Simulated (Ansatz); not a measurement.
The system is Ta3AsAu2O13.

```
Ta As Au O
1.0
     5.45204    0.00000    0.00000
    -2.72602    4.72161    0.00000
     0.00000    0.00000    9.57902
Ta As Au O
3 1 2 13
Cartesian
  0.0000 0.0000 1.8591
  0.0000 0.0000 7.7199
  2.7260 1.5739 0.0000
  0.0000 0.0000 4.7895
  0.0000 3.1478 2.6273
  0.0000 3.1478 6.9517
  0.0000 0.0000 0.0000
  -1.3422 4.5861 3.4870
  -0.5745 1.2662 3.4870
  1.9167 3.5909 3.4870
  -1.3422 4.5861 6.0921
  -0.5745 1.2662 6.0921
  1.9167 3.5909 6.0921
  1.1852 1.5782 8.2230
  3.4927 0.2373 8.2230
  3.5002 2.9061 8.2230
  1.1852 1.5782 1.3560
  3.4927 0.2373 1.3560
  3.5002 2.9061 1.3560
```

The cell was built by a generator and needn't be a form met in nature.

* Program: Ansatz 0.2.0
* Task: relaxation of cell and atoms
* Functional: RPBE
* Potentials or basis: Ansatz PAW
* Cutoff: 420 eV (not typed: the program's choice for these potentials)
* k mesh: 4 × 4 × 2
* Occupations: fermi-dirac, width 0.05 eV
* Spin: no spin polarisation

At the start: volume 12.98 Å³/atom.

Q: Where does the relaxation end?

A: It ends after 9 steps and the volume is 13.42 Å³/atom (+3.4 %); space group P-6 (No. 174, to 0.05 Å).

Step by step:
| step | energy change (eV) | largest force (eV/Å) | volume (Å³) |
| --- | --- | --- | --- |
| 1 | 0.0000 | 0.2791 | 246.59 |
| 2 | -0.0511 | 0.1297 | 253.32 |
| 3 | -0.0581 | 0.0869 | 253.84 |
| 4 | -0.0606 | 0.0472 | 254.06 |
| 5 | -0.0611 | 0.0177 | 254.36 |
| 6 | -0.0609 | 0.0026 | 254.41 |
| 7 | -0.0919 | 0.0020 | 254.41 |
| 8 | -0.0902 | 0.0035 | 255.05 |
| 9 | -0.0925 | 0.0034 | 255.05 |

Final structure:
```
Ta As Au O
1.0
     5.52846    0.00000    0.00000
    -2.76423    4.78779    0.00000
     0.00000    0.00000    9.63559
Ta As Au O
3 1 2 13
Direct
  0.00000 0.00000 0.19380
  0.00000 0.00000 0.80620
  0.66667 0.33333 0.00000
  0.00000 0.00000 0.50000
  0.33333 0.66667 0.27326
  0.33333 0.66667 0.72674
  0.00000 0.00000 0.00000
  0.22975 0.95755 0.36388
  0.04245 0.27219 0.36388
  0.72781 0.77025 0.36388
  0.22975 0.95755 0.63612
  0.04245 0.27219 0.63612
  0.72781 0.77025 0.63612
  0.38291 0.32771 0.85898
  0.67229 0.05520 0.85898
  0.94480 0.61709 0.85898
  0.38291 0.32771 0.14102
  0.67229 0.05520 0.14102
  0.94480 0.61709 0.14102
```

Caveat: the plane-wave basis is chosen anew once the cell has moved, so the energies of steps on either side of that aren't comparable; the pressure holds a Pulay correction of +0.6 GPa for the finite cutoff; the PAW data sets come from PBE, with cores solved anew for the run's functional, which leaves a small shift of forces and pressure.
